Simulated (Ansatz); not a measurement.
Nudged elastic band run: Al

Input file:

```yaml
crystal:
  lattice:
    - [8.1, 0.0, 0.0]
    - [0.0, 8.1, 0.0]
    - [0.0, 0.0, 8.1]
  atoms:
    - { symbol: Al, position: [0.49980432, 0.01486311, -0.00014949] }
    - { symbol: Al, position: [0.75251742, 0.24979085, -0.00026814] }
    - { symbol: Al, position: [0.74755529, -0.00248773, 0.25199183] }
    - { symbol: Al, position: [-0.00026218, 0.00250154, -0.00026547] }
    - { symbol: Al, position: [0.24701181, 0.24977259, -0.00028842] }
    - { symbol: Al, position: [0.49976681, 0.48461624, -0.00014901] }
    - { symbol: Al, position: [0.76487331, 0.74975088, -0.00014855] }
    - { symbol: Al, position: [0.25186255, -0.00238611, 0.25186617] }
    - { symbol: Al, position: [0.4997696, 0.24964112, 0.2346306] }
    - { symbol: Al, position: [0.74743114, 0.5020474, 0.2520816] }
    - { symbol: Al, position: [0.49971347, 0.05921407, 0.49970809] }
    - { symbol: Al, position: [0.76487918, 0.24966083, 0.49979738] }
    - { symbol: Al, position: [0.74745371, -0.00258196, 0.74745731] }
    - { symbol: Al, position: [-0.00028679, 0.49698978, -0.00029003] }
    - { symbol: Al, position: [0.2346265, 0.7497111, -0.00015441] }
    - { symbol: Al, position: [-0.00028507, 0.2497727, 0.24701481] }
    - { symbol: Al, position: [0.25194538, 0.5019084, 0.25194937] }
    - { symbol: Al, position: [0.49969056, 0.74977963, 0.19030393] }
    - { symbol: Al, position: [-0.00016394, 0.01486367, 0.49980833] }
    - { symbol: Al, position: [0.23462882, 0.24964194, 0.49977512] }
    - { symbol: Al, position: [0.49969139, 0.43976725, 0.49968507] }
    - { symbol: Al, position: [0.80971384, 0.74978723, 0.49969652] }
    - { symbol: Al, position: [0.25200408, -0.00250447, 0.74754272] }
    - { symbol: Al, position: [0.49979201, 0.24966088, 0.76488068] }
    - { symbol: Al, position: [0.74732129, 0.50217941, 0.74732538] }
    - { symbol: Al, position: [-0.00017028, 0.74971084, 0.23462896] }
    - { symbol: Al, position: [-0.00016392, 0.48461678, 0.49977202] }
    - { symbol: Al, position: [0.19026548, 0.74978047, 0.49968533] }
    - { symbol: Al, position: [-0.00026527, 0.24979045, 0.75251943] }
    - { symbol: Al, position: [0.25209386, 0.50206331, 0.7474187] }
    - { symbol: Al, position: [0.49970059, 0.74978627, 0.80975265] }
    - { symbol: Al, position: [-0.000163, 0.74974961, 0.76487553] }
    - { symbol: Al, position: [0.50006295, 0.74940371, 0.50011368] }
basis:
  ecutwfc: 420.0
kpoints:
  mp_grid: { grid: [2, 2, 2] }
hamiltonian:
  xc: lda
scf:
  occupations: { method: gaussian, width: 0.1 }
  lower_state_search: "off"
neb:
  images: 5
  f_tol: 0.05
  initial_path: idpp
  max_iterations: 80
  final_atoms:
    - { symbol: Al, position: [0.49725891, -0.00289562, 0.00296685] }
    - { symbol: Al, position: [0.74975001, 0.249881, -0.00243435] }
    - { symbol: Al, position: [0.75073636, 0.01517473, 0.25018142] }
    - { symbol: Al, position: [0.00232079, -0.00216347, 0.00221536] }
    - { symbol: Al, position: [0.25030724, 0.25023607, -0.0152317] }
    - { symbol: Al, position: [0.49753328, 0.50262866, 0.00268335] }
    - { symbol: Al, position: [0.75073582, 0.75009367, -0.0152282] }
    - { symbol: Al, position: [0.24963537, 0.06026187, 0.24979004] }
    - { symbol: Al, position: [0.51525899, 0.25023432, 0.25013856] }
    - { symbol: Al, position: [0.75075952, 0.48475673, 0.25018278] }
    - { symbol: Al, position: [0.49683885, -0.00331625, 0.49673381] }
    - { symbol: Al, position: [0.74973292, 0.24986512, 0.50247594] }
    - { symbol: Al, position: [0.7497548, 0.00245373, 0.74985357] }
    - { symbol: Al, position: [0.00208419, 0.50193908, 0.00198646] }
    - { symbol: Al, position: [0.24961501, 0.74983377, -0.05866757] }
    - { symbol: Al, position: [-0.01519453, 0.25022052, 0.25011316] }
    - { symbol: Al, position: [0.24964059, 0.44101253, 0.24979602] }
    - { symbol: Al, position: [0.56146826, 0.74980465, 0.24976115] }
    - { symbol: Al, position: [0.00270758, -0.00253103, 0.49752127] }
    - { symbol: Al, position: [0.25031831, 0.25023815, 0.51522542] }
    - { symbol: Al, position: [0.49713625, 0.50303237, 0.49703318] }
    - { symbol: Al, position: [0.7507239, 0.75009755, 0.51519065] }
    - { symbol: Al, position: [0.25035502, 0.01519622, 0.75037404] }
    - { symbol: Al, position: [0.50252173, 0.24984327, 0.74981629] }
    - { symbol: Al, position: [0.74976996, 0.49753109, 0.74986456] }
    - { symbol: Al, position: [-0.05774666, 0.74983046, 0.24977413] }
    - { symbol: Al, position: [0.00244169, 0.50228295, 0.49777236] }
    - { symbol: Al, position: [0.24961641, 0.74982267, 0.56057364] }
    - { symbol: Al, position: [-0.00235223, 0.24987781, 0.74984695] }
    - { symbol: Al, position: [0.25035911, 0.48474826, 0.7503813] }
    - { symbol: Al, position: [0.5152411, 0.75007883, 0.75036222] }
    - { symbol: Al, position: [-0.01520442, 0.75006213, 0.75034885] }
    - { symbol: Al, position: [0.25244588, 0.75084872, 0.25126006] }
  order_check: true
```

Command:

```bash
$ ansatz run input.yaml --threads 2 --pin off --max-ram 5120MiB --backend cpu --events-out ev --progress --plain --runs-dir out
```

Output, in part (warnings, iteration lines):

```
NEB end point (image 0): max|allowed force component| = 1.245e-2 eV/Å (the criterion of neb.relax_end_points is 1.000e-2)
NEB end point (image 6): max|allowed force component| = 1.185e-2 eV/Å (the criterion of neb.relax_end_points is 1.000e-2)
NEB iter   1: max|band force component| = 3.274e0 eV/Å  barrier→ = 2.7907 eV  barrier← = 2.7908 eV  Δτ_max = 0.1960 Å  (42 SCF iters)
NEB iter   2: max|band force component| = 7.132e-1 eV/Å  barrier→ = 1.3386 eV  barrier← = 1.3386 eV  Δτ_max = 0.1125 Å  (30 SCF iters)
NEB iter   3: max|band force component| = 1.419e-1 eV/Å  barrier→ = 1.2110 eV  barrier← = 1.2110 eV  CI = image 3  Δτ_max = 0.0405 Å  (28 SCF iters)
NEB iter   4: max|band force component| = 7.073e-2 eV/Å  barrier→ = 1.1975 eV  barrier← = 1.1975 eV  CI = image 3  Δτ_max = 0.0204 Å  (25 SCF iters)
NEB iter   5: max|band force component| = 7.962e-2 eV/Å  barrier→ = 1.1923 eV  barrier← = 1.1924 eV  CI = image 3  Δτ_max = 0.0102 Å  (25 SCF iters)
NEB iter   6: max|band force component| = 8.846e-2 eV/Å  barrier→ = 1.1897 eV  barrier← = 1.1897 eV  CI = image 3  Δτ_max = 0.0204 Å  (22 SCF iters)
NEB iter   7: max|band force component| = 1.016e-1 eV/Å  barrier→ = 1.1837 eV  barrier← = 1.1838 eV  CI = image 3  Δτ_max = 0.0407 Å  (23 SCF iters)
NEB iter   8: max|band force component| = 1.121e-1 eV/Å  barrier→ = 1.1705 eV  barrier← = 1.1706 eV  CI = image 3  Δτ_max = 0.0806 Å  (25 SCF iters)
[... lines left out ...]
NEB iter  28: max|band force component| = 1.215e-1 eV/Å  barrier→ = 0.5944 eV  barrier← = 0.5945 eV  CI = image 3  Δτ_max = 0.0723 Å  (27 SCF iters)
NEB iter  29: max|band force component| = 3.716e-2 eV/Å  barrier→ = 0.5883 eV  barrier← = 0.5883 eV  CI = image 3  Δτ_max = 0.0619 Å  (25 SCF iters)
NEB iter  30: max|band force component| = 8.576e-2 eV/Å  barrier→ = 0.5852 eV  barrier← = 0.5853 eV  CI = image 3  Δτ_max = 0.0588 Å  (5 SCF iters)
```

It converged. The band force fell under the threshold earlier too, but the program's further tests of the path sent the band on. By the program's own check the climbing image is a first-order saddle point (lowest curvatures found: -0.51 and 0.29 eV/Å²). Limits of this set-up: coarse k mesh, a small cell, in which the defect meets its images, a typed lattice constant that wasn't relaxed here.

Final band (atoms are numbered from 1 in the order of the input):

```csv
image,path coordinate (Å),energy (eV),Al11–Al33 (Å),Al15–Al18 (Å),Al15–Al26 (Å)
0,0.00,0.00,2.51,2.64,2.69
1,0.88,0.13,2.50,2.74,2.81
2,1.77,0.41,2.50,3.02,2.92
3,2.65,0.58,2.55,3.31,2.87
4,3.97,0.21,2.77,4.05,2.75
5,5.29,0.16,2.97,4.05,3.01
6,6.60,0.00,3.44,3.55,3.53
```

The run took 13 min on 2 threads of Intel(R) Xeon(R) Platinum 8488C (Sapphire Rapids) (shared host), peak memory 1.9 GiB.
